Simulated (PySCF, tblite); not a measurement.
# C₆H₈F₂O: geometry, infrared bands and NMR shifts

What infrared bands and NMR shifts should C₆H₈F₂O (`C=C/C=C(/OC)C(F)F`) show?

Computed with tblite 0.8.0 and PySCF 2.14.0, with density-fitted response routines of our own, on a single molecule in the gas phase. Atoms are numbered from 0 throughout.

## Step 1: The molecule as given

17 atoms, charge 0, multiplicity 1; geometry from: force field or distance geometry start.

Bonds of the start (Å): C0–C1 1.33, C1–C2 1.43, C2–C3 1.30, C3–O4 1.41, O4–C5 1.42, C3–C6 1.47, C6–F7 1.41, C6–F8 1.35, C0–H9 1.06, C0–H10 1.10, C1–H11 1.08, C2–H12 1.11, C5–H13 1.11, C5–H14 1.13, C5–H15 1.10, C6–H16 1.13.

## Step 2: Geometry optimisation with GFN2-xTB

The job: settings as JSON, then the geometry in Å.

```
{"job": {"kind": "relax", "xc": "GFN2-xTB", "basis": "xTB"}, "charge": 0, "multiplicity": 1}
C      2.790400     0.752500    -0.170700
C      1.828400    -0.161500    -0.029600
C      0.552300     0.298700     0.431400
C     -0.500900    -0.435600     0.622000
O     -1.679800     0.198000     1.078000
C     -2.245600     1.258800     0.329100
C     -0.590500    -1.896300     0.446700
F     -0.897400    -2.396800     1.733000
F      0.480200    -2.560700    -0.032200
H      3.748300     0.451200    -0.495400
H      2.565700     1.804500     0.040300
H      2.115300    -1.175600    -0.244300
H      0.424400     1.384200     0.625200
H     -3.157500     1.640600     0.824800
H     -1.468800     2.081900     0.307200
H     -2.435900     0.880200    -0.687400
H     -1.535500    -2.112100    -0.138500
```

On the command line:

```
OMP_NUM_THREADS=1 python probes_run.py task.json out
```

The driver reads the jobs from task.json and runs them one after another.

**Question.** This job is followed by: GFN2-xTB harmonic vibrations, gas phase; GIAO PBE0/pcSseg-1 NMR shielding, non-relativistic, gas phase. What will the session give for the following? strongest single infrared mode (GFN2-xTB); zero-point energy (GFN2-xTB); ¹³C shifts against TMS (PBE0/pcSseg-1); ¹H shifts against TMS (PBE0/pcSseg-1, means over atoms taken as alike); ¹⁷O shifts against H2O (PBE0/pcSseg-1); ¹⁹F shifts against CFCl3 (PBE0/pcSseg-1, means over atoms taken as alike).

As calculated:

| quantity | value |
| --- | --- |
| strongest single infrared mode (GFN2-xTB) | 1182 cm⁻¹, 233 km/mol |
| zero-point energy (GFN2-xTB) | 79.7 kcal/mol |
| ¹³C shifts against TMS (PBE0/pcSseg-1) | 162.5, 138.8, 122.3, 121.7, 112.5, 56.4 ppm |
| ¹H shifts against TMS (PBE0/pcSseg-1, means over atoms taken as alike) | 7.28, 6.35, 5.46, 5.43, 5.35, 3.75 ppm |
| ¹⁷O shifts against H2O (PBE0/pcSseg-1) | 117.1 ppm |
| ¹⁹F shifts against CFCl3 (PBE0/pcSseg-1, means over atoms taken as alike) | -127.8 ppm |

The optimisation took 103 steps and gained 0.867 eV; among the close pairs (by a distance rule), C6–F7 changed most, from 1.414 to 1.357 Å. No mode is imaginary among the 45: a minimum at this level. The strongest single mode, at 1182 cm⁻¹, is carried by O4, C3, H16. Unscaled tight-binding wavenumbers are off by several per cent, some by more. Its intensities can rank the bands wrongly. H11 (hydrogen on an alkene CH) lies farthest downfield among hydrogen, at 7.28 ppm; olefinic region. At PBE0/pcSseg-1: The largest span, 239 ppm, is at C1, where the paramagnetic term is -206 ppm.
